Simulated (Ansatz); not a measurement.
# C3H8F3HfN: basis-set convergence

How large a basis does C3H8F3HfN need? Two functionals are run in growing sets.

Program: Ansatz 0.2.0, Gaussian basis. Level of theory: one geometry, several basis sets. These are calculated values, not measurements.

The runs, in order: PBE0-D4/def2-SVP; ωB97M-V/def2-SVP; PBE0-D4/def2-QZVPP; ωB97M-V/def2-QZVPP; the functionals' def2-TZVPP values are taken from earlier runs.

1 further run of the same task is left out (it didn't finish).

### 1 The relaxed structure

The geometry comes from an earlier relaxation with PBE0-D4 in a triple-zeta def2 set; it is a stationary point, not always the lowest conformer. Hf takes the def2 core potential; no spin-orbit term is included.

SMILES `CC[N](C)[Hf]([F])([F])[F]`, 16 atoms, charge 0, spin multiplicity 1.

Atoms are counted from 1 here; the program's logs count them from 0.

Bond lengths: C1–C2 1.521 Å, C1–H9 1.093 Å, C1–H10 1.092 Å, C1–H11 1.092 Å, C2–N3 1.451 Å, C2–H12 1.100 Å, C2–H13 1.095 Å, N3–C4 1.448 Å, N3–Hf5 2.006 Å, C4–H14 1.096 Å, C4–H15 1.098 Å, C4–H16 1.097 Å, Hf5–F6 1.916 Å, Hf5–F7 1.911 Å, Hf5–F8 1.916 Å. Angles: C2–C1–H9 110.8°, C2–C1–H10 110.2°, C2–C1–H11 111.8°, H9–C1–H10 108.3°, H9–C1–H11 108.1°, H10–C1–H11 107.5°, C1–C2–N3 114.2°, C1–C2–H12 109.5°, C1–C2–H13 109.0°, N3–C2–H12 109.2°, N3–C2–H13 108.5°, H12–C2–H13 106.2°, C2–N3–C4 114.8°, C2–N3–Hf5 128.0°, C4–N3–Hf5 117.2°, N3–C4–H14 112.7°, N3–C4–H15 111.2°, N3–C4–H16 110.9° and more.

Geometry (Å):

```
C     1.91690   -0.79563   -0.20995
C     1.00698    0.08366    0.63325
N    -0.36573    0.13976    0.16587
C    -1.10774   -1.09594    0.30861
Hf   -1.35078    1.71816   -0.58461
F    -2.85725    2.05758    0.54956
F    -0.13378    3.18927   -0.65683
F    -2.02702    1.22517   -2.30797
H     1.93832   -0.44998   -1.24613
H     2.93666   -0.76832    0.18101
H     1.59138   -1.83777   -0.20622
H     1.01996   -0.26831    1.67557
H     1.41019    1.10193    0.64883
H    -0.71443   -1.90032   -0.32313
H    -1.10611   -1.44274    1.35045
H    -2.15754   -0.95651    0.02168
```

### 2 PBE0-D4 in def2-SVP

in.yaml

```yaml
crystal:
  periodic: [false, false, false]
  atoms:
    - {symbol: C, position_ang: [1.916900, -0.795632, -0.209954]}
    - {symbol: C, position_ang: [1.006979, 0.083660, 0.633248]}
    - {symbol: N, position_ang: [-0.365729, 0.139759, 0.165868]}
    - {symbol: C, position_ang: [-1.107743, -1.095937, 0.308612]}
    - {symbol: Hf, position_ang: [-1.350780, 1.718160, -0.584613]}
    - {symbol: F, position_ang: [-2.857253, 2.057576, 0.549565]}
    - {symbol: F, position_ang: [-0.133777, 3.189267, -0.656826]}
    - {symbol: F, position_ang: [-2.027017, 1.225169, -2.307968]}
    - {symbol: H, position_ang: [1.938324, -0.449975, -1.246128]}
    - {symbol: H, position_ang: [2.936663, -0.768320, 0.181007]}
    - {symbol: H, position_ang: [1.591379, -1.837766, -0.206221]}
    - {symbol: H, position_ang: [1.019959, -0.268313, 1.675574]}
    - {symbol: H, position_ang: [1.410190, 1.101929, 0.648834]}
    - {symbol: H, position_ang: [-0.714429, -1.900317, -0.323126]}
    - {symbol: H, position_ang: [-1.106109, -1.442744, 1.350455]}
    - {symbol: H, position_ang: [-2.157536, -0.956507, 0.021684]}
basis:
  gaussian: {orbitals: def2-SVP}
hamiltonian: {xc: pbe0, dispersion: d4}
output: {orbitals: {seedname: orbitals}}
```

Run with:

```bash
$ ansatz run in.yaml --threads 2 --pin off --events-out ev --progress --plain --max-ram 22528MiB --backend cpu
```

After this run come: ωB97M-V in def2-SVP; PBE0-D4 in def2-QZVPP; ωB97M-V in def2-QZVPP.

Q: Predict the results of all the runs planned. Wanted: PBE0-D4: double and triple zeta above quadruple; ωB97M-V: double and triple zeta above quadruple.

**Answer**, as computed:

| quantity | value |
| --- | --- |
| PBE0-D4: double and triple zeta above quadruple | 16.35, 0.72 eV |
| ωB97M-V: double and triple zeta above quadruple | 16.83, 0.68 eV |

**Reading.** For PBE0-D4 the step from double to triple zeta gains 15.63 eV and the next only 0.72 eV. These are total energies; as a rule much of such shifts cancels in differences, which this series doesn't test.
